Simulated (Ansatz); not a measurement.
I need a rigid torsion scan of BClH3OP, SMILES OB(P)Cl. Use Ansatz's Python interface. Level of theory (for the species named): PBE, cc-pVDZ basis, multiplicity 1, D4 dispersion.

```xyz
7

O    -0.8158    1.2650   -0.3398
B    -0.6100   -0.1299   -0.3289
P     0.3175   -0.9141    1.1369
Cl   -1.1369   -1.1828   -1.7077
H    -0.0801    1.6889   -0.8382
H     0.8169    0.3753    1.6660
H     1.5697   -1.1704    0.3661
```

`bclh3op_torsion.py`:
```python
"""Rigid torsion scan of BClH3OP."""

import ansatz as az
from ase import Atoms

BASIS = "cc-pVDZ"
FUNCTIONAL = "pbe"
VDW = "d4"
FMAX = 0.02

atoms = Atoms(["O", "B", "P", "Cl", "H", "H", "H"], positions=[
    (-0.8158, 1.265, -0.3398),
    (-0.61, -0.1299, -0.3289),
    (0.3175, -0.9141, 1.1369),
    (-1.1369, -1.1828, -1.7077),
    (-0.0801, 1.6889, -0.8382),
    (0.8169, 0.3753, 1.666),
    (1.5697, -1.1704, 0.3661),
])

# start the scan from a relaxed geometry
first = (
    az.Crystal.molecule_from_ase(atoms).calculation()
    .basis(gaussian=BASIS)  # the orbital basis, by name
    .functional(FUNCTIONAL, dispersion=VDW)
    .relax(force_tolerance=FMAX, max_steps=80)  # relax until the tolerances are met
)
atoms.positions = first.run(threads=1).report["positions_ang"]

start = atoms.get_dihedral(2, 1, 0, 4)
energies = {}
for turn in range(0, 360, 30):
    turned = atoms.copy()
    turned.set_dihedral(2, 1, 0, 4, start + turn, indices=[0, 4])
    calc = az.Crystal.molecule_from_ase(turned).calculation()
    calc = calc.basis(gaussian=BASIS).functional(FUNCTIONAL, dispersion=VDW)
    energies[round((start + turn) % 360)] = calc.run(threads=1).report["free_energy_ev"]
floor = min(energies.values())
print("dihedral P2-B1-O0-H4 (deg)   E - E(min) (kJ/mol)")
for angle, e in sorted(energies.items()):
    print(f"{angle:8d} {96.485332 * (e - floor):14.3f}  " + "#" * int(30 * (e - floor) / max(max(energies.values()) - floor, 1e-9)))
```

```console
$ python bclh3op_torsion.py
dihedral P2-B1-O0-H4 (deg)   E - E(min) (kJ/mol)
       7         10.411  ######
      37         20.131  ###########
      67         40.963  ########################
      97         50.631  #############################
     127         35.768  #####################
     157         11.293  ######
     187          0.000
     217         11.323  ######
     247         35.988  #####################
     277         51.061  ##############################
     307         41.228  ########################
     337         20.321  ###########
```

The scan is rigid and the energies are electronic, in a modest basis. With rigid groups the curve can differ much from the relaxed path, the start wasn't checked as a minimum of this torsion, and equivalent turns needn't return to the same energy. Hardware and time: 57 s on 1 thread of Arm Neoverse V1, on a shared host, peak memory 0.21 GiB.

(A comment or docstring line of the script was reworded after the run, the code is as it ran.)
